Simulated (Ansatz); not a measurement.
# PtSO (1T monolayer (Janus) type, one sheet): independent-particle optics

How does PtSO (1T monolayer (Janus) type, one sheet) absorb light if electrons and holes don't interact? The runs, in order: HSE06 for the gap; optics with PBE with spin-orbit coupling on 6×6×1.

Method: plane waves, PAW; no local fields, no excitons, in Ansatz 0.2.0.

7 further runs of the same task are left out: 6 for a known fault of the program, 1 that didn't finish.

## (1) The starting structure

Symmetry: P3m1, No. 156, trigonal system. The conventional cell has a = 3.343 Å, b = 3.343 Å, c = 29.108 Å, α = 90.00°, β = 90.00°, γ = 120.00°. Pt (site symmetry 3m) has 3 O at 2.16 Å and 3 S at 2.27 Å as nearest neighbours. O (site symmetry 3m) is surrounded by 3 Pt at 2.16 Å. S (site symmetry 3m) has 3 Pt at 2.27 Å as nearest neighbours.

As a file:

```xyz
3
Lattice="3.3429 0.0000 0.0000 -1.6715 2.8950 0.0000 0.0000 0.0000 29.1078" Properties=species:S:1:pos:R:3 pbc="T T T"
Pt    0.0000    0.0000    9.0788
O     0.0000    1.9300   10.0434
S     1.6715    0.9650    7.8778
```

The cell was relaxed beforehand with r2SCAN; those runs aren't shown. The cell holds one sheet and vacuum, and is periodic in the plane alone; ε, where given, is a mean over the whole height of the cell, so ε₂ and ε₁ − 1 scale inversely with that height and aren't the sheet's own values. Spin-orbit coupling, which matters for Pt, is in the runs so named alone.

## (2) The gap to aim at

The input, input.yaml:

```yaml
crystal:
  lattice:
    - [3.3429149168, 0.0, 0.0]
    - [-1.6714574584, 2.8950492407, 0.0]
    - [0.0, 0.0, 29.1078253048]
  atoms:
    - { symbol: Pt, position: [0.0, 0.0, 0.3119033094] }
    - { symbol: O, position: [0.3333333333, 0.6666666667, 0.3450409456] }
    - { symbol: S, position: [0.6666666667, 0.3333333333, 0.2706413587] }
  periodic: [true, true, false]
kpoints:
  mp_grid: { grid: [6, 6, 1] }
  band_path:
    path:
      - [0.0, 0.0, 0.0]
      - [0.5, 0.0, 0.0]
      - [0.3333333333, 0.3333333333, 0.0]
      - [-0.109375, 0.21875, 0.0]
    npoints: 1
hamiltonian:
  xc: hse06
scf:
  occupations: { method: fixed }
  n_extra_bands: 4
output:
  forces: true
  stress: true
  eigenvalues: true
```

The runs that follow: Optics, PBE with spin-orbit coupling.

**Question.** What will the summary of the whole plan be? Wanted: ε∞, PBE with spin-orbit coupling; tallest peak of ε₂, PBE with spin-orbit coupling; HSE06 direct gap.

**Answer**, as computed:

| quantity | value |
| --- | --- |
| ε∞, PBE with spin-orbit coupling | 2.98 (xx, yy), 1.85 (zz) |
| tallest peak of ε₂, PBE with spin-orbit coupling | 4.0 at 3.15 eV (complete to 11.1 eV) |
| HSE06 direct gap | 2.98 eV |

A sheet's ε refers to the whole height of the cell: in the plane ε − 1 falls as one over that height. Local fields and excitons are left out: both change ε∞, and without excitons the onset lacks its lines.
